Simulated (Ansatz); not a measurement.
**C2H4BClO: how energies converge with the basis set**

One table from this session's results is given with a row withheld; the runs are named, their logs left out.

The runs use Ansatz 0.2.0, Gaussian basis; one geometry, several basis sets.

The runs, in order: PBE0-D4/def2-SVP; ωB97M-V/def2-SVP; PBE0-D4/def2-QZVPP; ωB97M-V/def2-QZVPP; the functionals' def2-TZVPP values are taken from earlier runs.

## Structure used throughout

All runs share one geometry, relaxed beforehand with PBE0-D4 in a triple-zeta def2 set.

SMILES `ClC1CBO1`, 9 atoms, charge 0, spin multiplicity 1.

Atoms are counted from 1 here; the program's logs count them from 0.

Bond lengths: Cl1–C2 1.770 Å, C2–C3 1.528 Å, C2–O5 1.433 Å, C2–H6 1.089 Å, C3–B4 1.577 Å, C3–H7 1.090 Å, C3–H8 1.090 Å, B4–O5 1.372 Å, B4–H9 1.191 Å. Angles: Cl1–C2–C3 116.7°, Cl1–C2–O5 111.6°, Cl1–C2–H6 106.6°, C3–C2–O5 94.4°, C3–C2–H6 116.9°, O5–C2–H6 110.2°, C2–C3–B4 79.9°, C2–C3–H7 113.2°, C2–C3–H8 115.6°, B4–C3–H7 115.7°, B4–C3–H8 120.2°, H7–C3–H8 109.4°, C3–B4–O5 94.8°, C3–B4–H9 140.6°, O5–B4–H9 124.7°, C2–O5–B4 90.7°.

Set-up of the first run:

in.yaml

```yaml
crystal:
  periodic: [false, false, false]
  atoms:
    - {symbol: Cl, position_ang: [-1.971145, -0.933532, 0.931444]}
    - {symbol: C, position_ang: [-0.871083, 0.121361, 0.030995]}
    - {symbol: C, position_ang: [0.550954, 0.254658, 0.573893]}
    - {symbol: B, position_ang: [0.857101, -0.325333, -0.860392]}
    - {symbol: O, position_ang: [-0.461646, -0.476262, -1.205952]}
    - {symbol: H, position_ang: [-1.413603, 1.046307, -0.159512]}
    - {symbol: H, position_ang: [0.757027, -0.415099, 1.408496]}
    - {symbol: H, position_ang: [0.863477, 1.265604, 0.834462]}
    - {symbol: H, position_ang: [1.777418, -0.584104, -1.570535]}
basis:
  gaussian: {orbitals: def2-SVP}
hamiltonian: {xc: pbe0, dispersion: d4}
output: {orbitals: {seedname: orbitals}}
```

On the command line:

```sh
ansatz run in.yaml --threads 2 --pin off --events-out ev --progress --plain --max-ram 4352MiB
```

Steps of the session up to this table: PBE0-D4 in def2-SVP; ωB97M-V in def2-SVP; PBE0-D4 in def2-QZVPP; ωB97M-V in def2-QZVPP.

One of the session's tables, all rows but one given; the rest of the session is left out.

```
functional       basis  HOMO (eV)
   PBE0-D4    def2-SVP      -8.28
   PBE0-D4  def2-TZVPP      -8.39
   PBE0-D4  def2-QZVPP          ?
   ωB97M-V    def2-SVP     -10.54
   ωB97M-V  def2-TZVPP     -10.67
   ωB97M-V  def2-QZVPP     -10.71
```

**Question.** Estimate the row for PBE0-D4, def2-QZVPP.

**Answer.** HOMO (eV): -8.42. In the column «HOMO (eV)» it lies between ωB97M-V, def2-SVP (-10.54) and PBE0-D4, def2-TZVPP (-8.39).
